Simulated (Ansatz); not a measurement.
Consider a fixed-spin-moment curve of VRu, space group Pm-3m (Ansatz 0.2.0, Python API).

Script `fsm_vru.py`:
```python
# -*- coding: utf-8 -*-
"""Fixed-spin-moment curve of VRu."""

import ansatz as az
from pymatgen.core import Lattice, Structure
from pymatgen.io.ase import AseAtomsAdaptor
from tabulate import tabulate

config = {
    "functional": "lda",
    "filling": "Fermi-Dirac",
    "width_ev": 0.05,
}

pmg_structure = Structure(
    Lattice([(2.99, 0.0, 0.0), (0.0, 2.99, 0.0), (0.0, 0.0, 2.99)]),
    ["V", "Ru"],
    [
        (0.5, 0.5, 0.5),
        (0.0, 0.0, 0.0),
    ],
)
vru = az.Crystal.from_ase(AseAtomsAdaptor.get_atoms(pmg_structure))

model = (
    vru.calculation()
    .functional(config["functional"])
    .basis(17 * az.Ha)
    .kpoints(10)
    .occupations(config["filling"], width=config["width_ev"])
)
# a hard lock holds the total moment, with one Fermi level a spin
rows = []
for total in [0.0, 0.3, 0.6, 0.9, 1.2, 1.5, 1.8]:
    report = model.spin("collinear", total=total, lock="hard").run(threads=1).report
    up, down = report["spin_fermi_energies_ev"]
    rows.append((total, report["free_energy_ev"], up - down, report["absolute_magnetization_mub"]))
reference = rows[0][1]
rows = [(m, 1000 * (e - reference), split, size) for m, e, split, size in rows]
print(tabulate(rows, headers=["total muB", "F - F(0) meV", "EF up - down eV", "absolute muB"], floatfmt=".4f", tablefmt="simple"))
best = min(rows, key=lambda row: row[1])
print(f"lowest at {best[0]} muB per cell, {best[1]:.1f} meV against the first point")
```

At which total moment is the energy lowest, and how steeply does it rise?

The lowest point lies at 0 μB a cell, the first of the scan; at 1.8 μB the energy is 490 meV above the lowest.

The run itself:

Running `python fsm_vru.py` prints:
```text
RunWarning: this spin-polarised run has no starting moment large enough to seed its density, and nothing else in its deck makes the two spin channels differ, so an SCF from that start keeps the [...]
  total muB    F - F(0) meV    EF up - down eV    absolute muB
-----------  --------------  -----------------  --------------
     0.0000          0.0000             0.0000          0.0000
     0.3000          2.0259             0.0294          0.3153
     0.6000          9.7640             0.0813          0.6302
     0.9000         33.6259             0.2982          0.9222
     1.2000        127.9625             0.8475          1.2079
     1.5000        285.5006             1.2651          1.5012
     1.8000        489.6975             1.4344          1.8000
lowest at 0.0 muB per cell, 0.0 meV against the first point
```
(Warnings from the package without file and line, shortened.)

The run is spin-unpolarised. The mesh is modest for a metal, so energies can be off by several to tens of meV an atom and pressures by half a GPa or more; differences at equal mesh fare better. The structure is a deposited one; some such entries were measured under pressure or heat, so a shift against it needn't be the functional's error alone. Only points where the Fermi levels of the two spins meet (minima, maxima and zero moment) are free solutions; a shallow minimum can lie between the points. Run time: 66 s on 1 thread of Arm Neoverse N1, on a shared host, peak memory 0.5 GiB.
